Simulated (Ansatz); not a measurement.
Run this with Ansatz's Python interface and show what comes out.

`run_scan.py`:
```python
import ansatz as az
import numpy as np

geometry = (
    az.Crystal.molecule()
    .atom("C", (-0.0871, 1.2265, -1.03))
    .atom("B", (0.2956, -0.1109, -0.3969))
    .atom("O", (1.248, -0.8569, 0.3598))
    .atom("Ge", (-0.1004, -1.3919, 1.1696))
    .atom("H", (-0.1242, 2.0549, -0.2814))
    .atom("H", (0.5731, 1.5559, -1.853))
    .atom("H", (-1.1315, 1.1787, -1.4568))
    .atom("H", (-0.4079, -2.8688, 0.8079))
    .atom("H", (-0.177, -0.8336, 2.6637))
)

symbols = [site.symbol for site in geometry.cartesian_sites]
start = np.array([site.position_ang for site in geometry.cartesian_sites])
axis = (start[7] - start[3]) / np.linalg.norm(start[7] - start[3])
moving = [7]
lengths, energies = [1.365, 1.427, 1.489, 1.551, 1.613, 1.675, 1.737, 1.831], []
for length in lengths:
    xyz = start.copy()
    xyz[moving] += (length - np.linalg.norm(start[7] - start[3])) * axis
    point = az.Crystal.molecule()
    for symbol, place in zip(symbols, xyz):
        point = point.atom(symbol, place.tolist())
    job = point.calculation()
    job = job.basis(gaussian="def2-SVP")
    job = job.functional("PBE0", dispersion="d3bj")
    data = job.run(threads=1).report
    energies.append(data["free_energy_ev"])
    print(f"r = {length:6.3f} A  E = {energies[-1]:.5f} eV  <S^2> = {abs(data['mean_field']['state']['spin_squared']):.3f}")

fit = np.polynomial.Polynomial.fit(lengths, np.array(energies) - min(energies), 4).convert()
roots = [r.real for r in fit.deriv().roots() if abs(r.imag) < 1e-9 and fit.deriv(2)(r.real) > 0]
r_e = min(roots, key=lambda r: abs(r - lengths[int(np.argmin(energies))]))
print(f"minimum of the fit at {r_e:.4f} A, force constant {fit.deriv(2)(r_e):.2f} eV/A^2")
```

Running `python run_scan.py` prints:
```text
r =  1.365 A  E = -60337.22995 eV  <S^2> = 0.000
r =  1.427 A  E = -60337.43237 eV  <S^2> = 0.000
r =  1.489 A  E = -60337.53015 eV  <S^2> = 0.000
r =  1.551 A  E = -60337.54763 eV  <S^2> = 0.000
r =  1.613 A  E = -60337.50402 eV  <S^2> = 0.000
r =  1.675 A  E = -60337.41449 eV  <S^2> = 0.000
r =  1.737 A  E = -60337.29119 eV  <S^2> = 0.000
r =  1.831 A  E = -60337.06145 eV  <S^2> = 0.000
minimum of the fit at 1.5352 A, force constant 17.13 eV/A^2
```

Notes:
- Total energies depend on the basis set; only differences at equal settings carry meaning.
- The rest of the molecule is held rigid at a force-field or estimated start geometry, and the basis set is modest; single-reference methods fail as a bond breaks.
- The orbitals are restricted, so S² is zero by construction.
- Wall time of the script: 24 s on 1 thread of Arm Neoverse V2, on a shared host, peak memory 0.28 GiB.

(Lines on the test bed's own set-up are left out of the output.)
